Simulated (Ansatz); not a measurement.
# Pd2PtS6: the cost of one run

Program: Ansatz 0.2.0. Level of theory: DFT PBE, scalar-relativistic, plane waves, PAW. These are calculated values, not measurements.

1 further run of the same task is left out (it didn't finish).

## (1) The starting structure

Symmetry: R-3, No. 148, trigonal system. Conventional cell: a = 6.171 Å, b = 6.171 Å, c = 18.854 Å, α = 90.00°, β = 90.00°, γ = 120.00°. Pd (site symmetry 3) is surrounded by 6 S at 2.40 Å. Pt (site symmetry -3) is surrounded by 6 S at 2.40 Å. Around S (site symmetry 1) lie 1 Pt at 2.40 Å and 2 Pd at 2.40 Å.

As a file:

```
CELL_PARAMETERS angstrom
3.08566 1.78151 6.28468
-3.08566 1.78151 6.28468
0.00000 -3.56302 6.28468
ATOMIC_POSITIONS crystal
Pd 0.66665 0.66665 0.66665
Pd 0.33335 0.33335 0.33335
Pt 0.00000 0.00000 0.00000
S 0.26749 0.93453 0.60139
S 0.93453 0.60139 0.26749
S 0.60139 0.26749 0.93453
S 0.73251 0.06547 0.39861
S 0.39861 0.73251 0.06547
S 0.06547 0.39861 0.73251
```

The start is the relaxed end of an invented cell (made as: elements ordered on the sites of the PtS2 type, Pt/Pd on Pt (R-3, No. 148)), taken up again for a closer look.

## (2) A first look at the guess

Input file input.yaml:

```yaml
crystal:
  lattice:
    - [3.0856632, 1.7815085, 6.2846781]
    - [-3.0856632, 1.7815085, 6.2846781]
    - [0.0, -3.563017, 6.2846781]
  atoms:
    - { symbol: Pd, position: [0.666647, 0.666647, 0.666647] }
    - { symbol: Pd, position: [0.333353, 0.333353, 0.333353] }
    - { symbol: Pt, position: [0.0, 0.0, 0.0] }
    - { symbol: S, position: [0.267493, 0.934527, 0.601391] }
    - { symbol: S, position: [0.934527, 0.601391, 0.267493] }
    - { symbol: S, position: [0.601391, 0.267493, 0.934527] }
    - { symbol: S, position: [0.732507, 0.065473, 0.398609] }
    - { symbol: S, position: [0.398609, 0.732507, 0.065473] }
    - { symbol: S, position: [0.065473, 0.398609, 0.732507] }
basis:
  ecutwfc: 420
kpoints:
  mp_grid: { grid: [3, 3, 3] }
hamiltonian:
  xc: pbe
scf:
  occupations: { method: gaussian, width: 0.1 }
  lower_state_search: "off"
output:
  forces: true
  stress: true
  eigenvalues: true
```

Started as:

```bash
ansatz run input.yaml --threads 4 --pin off --max-ram 8192MiB --backend cpu --events-out ev --progress --plain --runs-dir out
```

What time and memory should one allow on 4 threads of Arm Neoverse V2, shared host?

About 1.3 s, with a peak of 0.63 GiB.
